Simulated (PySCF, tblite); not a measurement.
**C2H4BGaO: geometry, infrared bands, NMR shifts and spin-spin couplings**

Aim: predict the infrared bands, NMR shifts and spin-spin couplings of C2H4BGaO (`C#CB[O][GaH2]`).

Computed with tblite 0.8.0 and PySCF 2.14.0, with density-fitted response routines of our own, on a single molecule in the gas phase. Atoms are numbered from 0 throughout.

## 1. Starting geometry

9 atoms, charge 0, multiplicity 1; geometry from: force field or distance geometry start.

Bonds of the start (Å): C0–C1 1.22, C1–B2 1.52, B2–O3 1.47, O3–Ga4 2.07, C0–H5 1.06, B2–H6 1.18, Ga4–H7 1.51, Ga4–H8 1.36.

## 2. Optimising the geometry with GFN2-xTB

What the job is given:

```
{"job": {"kind": "relax", "xc": "GFN2-xTB", "basis": "xTB"}, "charge": 0, "multiplicity": 1}
C      2.903800    -0.390600     0.065700
C      1.688200    -0.327100     0.125700
B      0.170500    -0.270000     0.204100
O     -0.567500     0.384400    -0.883800
Ga    -2.353400     0.639800     0.128500
H      3.964700    -0.425600    -0.011100
H     -0.402300    -0.994300     0.943700
H     -3.020100    -0.611400    -0.377500
H     -2.370400     2.000800     0.206700
```

Launch:

```bash
OMP_NUM_THREADS=1 python probes_run.py task.json out
```

This one command runs all jobs of the session in turn.

**Question.** This job is followed by: GFN2-xTB harmonic vibrations, gas phase; GIAO PBE0/pcSseg-1 NMR shielding, non-relativistic, gas phase; B3LYP/pcJ-1 Ga:pcSseg-1 indirect spin-spin coupling, non-relativistic, gas phase. Predict these results of the whole session: strongest single infrared mode (GFN2-xTB); zero-point energy (GFN2-xTB); 13C shifts against TMS (PBE0/pcSseg-1); 1H shifts against TMS (PBE0/pcSseg-1, means over atoms taken as alike); 11B shifts against BF3·OEt2 (PBE0/pcSseg-1); 17O shifts against H2O (PBE0/pcSseg-1); shieldings of Ga (PBE0/pcSseg-1); largest coupling of the table (B3LYP/pcSseg-1+pcJ-1).

The runs gave:

```
                                                              quantity                    value
                             strongest single infrared mode (GFN2-xTB)    1274 cm⁻¹, 680 km/mol
                                          zero-point energy (GFN2-xTB)            28.7 kcal/mol
                                13C shifts against TMS (PBE0/pcSseg-1)          101.2, 96.9 ppm
1H shifts against TMS (PBE0/pcSseg-1, means over atoms taken as alike)     5.70, 5.18, 2.45 ppm
                           11B shifts against BF3·OEt2 (PBE0/pcSseg-1)                 34.2 ppm
                                17O shifts against H2O (PBE0/pcSseg-1)                275.4 ppm
                                      shieldings of Ga (PBE0/pcSseg-1)           Ga4 1358.2 ppm
                  largest coupling of the table (B3LYP/pcSseg-1+pcJ-1)  1J(C,H) C0–H5, 254.3 Hz
```

In words: The optimisation took 105 steps and gained 1.887 eV; among the close pairs (by a distance rule), O3–Ga4 changed most, from 2.069 to 1.717 Å. No mode is imaginary among the 21: a minimum at this level. The strongest single mode, at 1274 cm⁻¹, moves mainly B2 and O3. Unscaled tight-binding wavenumbers are off by several per cent, some by more. Its intensities can rank the bands wrongly. At PBE0/pcSseg-1: The widest tensor belongs to Ga4: span 460 ppm, with a paramagnetic part of -1281 ppm. Of the pairs tabulated at B3LYP/pcSseg-1+pcJ-1, C0–H5 couples most strongly (254.3 Hz; Fermi contact 254.8 Hz). Couplings across rotatable bonds belong to this one conformer; where others are populated, the observed values are averages. Spin-orbit coupling is left out, which matters for shieldings and couplings at and beside the heavy atoms.
